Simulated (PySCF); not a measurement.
# C4H10Si: the cost of one run

The runs use PySCF 2.14.0, with density-fitted response routines of our own; the level of theory stands in each step. All values are computed, except where a source is named. Atoms count from 0, in the outputs and in this text.

### 1 The molecule as given

15 atoms, charge 0, multiplicity 1; geometry from: GFN2-xTB. The atoms were then displaced at random by about 0.01 Å, so the start is not that level's minimum.

Bonds of the start (Å): C0–C1 1.33, C1–C2 1.50, C2–Si3 1.87, Si3–C4 1.92, C0–H5 1.11, C0–H6 1.05, C1–H7 1.08, C2–H8 1.07, C2–H9 1.11, Si3–H10 1.49, Si3–H11 1.47, C4–H12 1.10, C4–H13 1.07, C4–H14 1.08.

### 2 Geometry optimisation at PBE0-D3(BJ)/def2-SVP

The job: settings as JSON, then the geometry in Å.

```
{"job": {"xc": "PBE0", "basis": "def2-SVP", "d3": "d3bj", "grid": 1, "shake": 0.01, "kind": "geom"}, "charge": 0, "multiplicity": 1}
C      1.929920    -0.413290    -1.128160
C      1.555670    -0.098450     0.105940
C      0.607770     0.995930     0.481090
Si    -1.044300     0.306670     1.014910
C     -1.834460    -0.657390    -0.446370
H      1.542280     0.188560    -1.973890
H      2.582290    -1.205490    -1.364800
H      1.956410    -0.682250     0.925470
H      0.498020     1.690390    -0.328580
H      1.045420     1.564020     1.330710
H     -1.947420     1.427600     1.413570
H     -0.897480    -0.585200     2.179960
H     -2.809020    -1.091760    -0.172150
H     -1.185160    -1.444270    -0.756300
H     -2.015290    -0.012450    -1.288650
```

Launch:

```
$ OMP_NUM_THREADS=1 python probes_run.py task.json out
```

One launch serves the whole session: the jobs run in the order shown.

Q: Estimate the wall time and peak memory of this first job on 1 thread of Arm Neoverse V1, shared host.

About 37 s, with a peak of 0.48 GiB.
